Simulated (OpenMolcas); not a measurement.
# BaO (SMILES [O][Ba]) at O3LYP/ANO-RCC-VDZP (DKH8)

Aim: the vertical singlet–triplet gap of BaO at O3LYP/ANO-RCC-VDZP (DKH8), from 2 runs. 

Program for the calculation: OpenMolcas 26.06.

## Step 1: Starting point

BaO has 2 atoms, charge 0, and is taken as a singlet. As SMILES, `[O][Ba]`. The shape is that of a PBE0-D4/def2-TZVP optimisation.

Bond lengths: O1–Ba2 1.925 Å.

## Step 2: The energy at O3LYP/ANO-RCC-VDZP (DKH8)

Input file job.input:

```
&GATEWAY
  Coord
  2
  bohr
  O      0.00000000     0.00000000     0.16567229
  Ba     0.00000000     0.00000000     3.80409428
  Basis=ANO-RCC-VDZP
  Group=NoSym

&SEWARD
  Relativistic=R08O02
  Expert

&SCF
  KSDFT=O3LYP
  PrOrbitals=0
```

Started as:

```bash
$ export MOLCAS_MEM=1860
$ pymolcas job.input > job.log
```

The log of the run:

```text
--- Start Module: gateway ---
[...]
--- Stop Module: gateway /rc=_RC_ALL_IS_WELL_ ---
--- Start Module: seward ---
[...]
 ###    WARNING:  EXPERT option is ON!                                       ###
 ###############################################################################
               SEWARD will generate:
[...]
      Basis functions           61
--- Stop Module: seward /rc=_RC_ALL_IS_WELL_ ---
[...]
--- Start Module: scf ---
[...]
       Convergence after  14 Iterations
[...]
::    Total KS-DFT energy                           -8212.1875352336
[...]
      Total spin, S                                     0.0000000000
[...]
      Total electronic charge=   64.000000
      Total            charge=   -0.000000
[...]
      Dipole Moment (debye):
      Origin of the operator (angstrom)=    0.0000    0.0000    1.8129
                   X=  3.7606E-10               Y= -2.0260E-10               Z=  6.5707E+00           Total=  6.5707E+00
      Quadrupole Moment (debye*angstrom):
[...]
--- Stop Module: scf /rc=_RC_ALL_IS_WELL_ ---
[...]
```

It took 10 s on 1 thread of Arm Neoverse V1, shared host; peak memory 0.43 GiB.

## Step 3: The triplet

Input file job.input:

```
* BaO Kohn-Sham DFT

&GATEWAY
  COORD
  2
  bohr
  O      0.00000000     0.00000000     0.16567229
  Ba     0.00000000     0.00000000     3.80409428
  BASIS
  ANO-RCC-VDZP
  GROUP
  NoSym

&SEWARD
  RELATIVISTIC
  R08O02
  EXPERT

&SCF
  UHF
  SPIN
  3
  KSDFT
  O3LYP
  PRORBITALS
  0
```

Started as:

```bash
$ export MOLCAS_MEM=1860
$ pymolcas job.input > job.log
```

The log of the run:

```text
--- Start Module: gateway ---
[...]
--- Stop Module: gateway /rc=_RC_ALL_IS_WELL_ ---
--- Start Module: seward ---
[...]
 ###    WARNING:  EXPERT option is ON!                                       ###
 ###############################################################################
               SEWARD will generate:
[...]
      Basis functions           61
--- Stop Module: seward /rc=_RC_ALL_IS_WELL_ ---
[...]
--- Start Module: scf ---
[...]
       Convergence after  15 Iterations
[...]
::    Total KS-DFT energy                           -8212.1090445382
[...]
      Total spin, S                                     1.0020257097
[...]
      Total electronic charge=   64.000000
      Total            charge=   -0.000000
[...]
      Dipole Moment (debye):
      Origin of the operator (angstrom)=    0.0000    0.0000    1.8129
                   X=  6.7151E-10               Y= -2.1537E-10               Z=  2.0344E+00           Total=  2.0344E+00
      Quadrupole Moment (debye*angstrom):
[...]
--- Stop Module: scf /rc=_RC_ALL_IS_WELL_ ---
[...]
```

It took 11 s on 1 thread of Arm Neoverse V1, shared host; peak memory 0.43 GiB.

## Step 4: Results

Level: O3LYP/ANO-RCC-VDZP (DKH8).

| quantity | value |
| --- | --- |
| singlet: total energy | -8212.18754 Eh |
| singlet: dipole moment | 6.57 D |
| singlet: HOMO energy | -4.46 eV |
| singlet: LUMO energy | -1.99 eV |
| singlet: HOMO–LUMO gap | 2.47 eV |
| triplet: total energy | -8212.10904 Eh |
| triplet: dipole moment | 2.03 D |
| triplet: HOMO energy (highest over α and β) | -3.03 eV |
| triplet: ⟨S²⟩ | 2.006 |
| vertical energy of the triplet above the singlet | 2.136 eV |

At this shape the triplet lies 2.14 eV (49 kcal/mol) above the singlet.
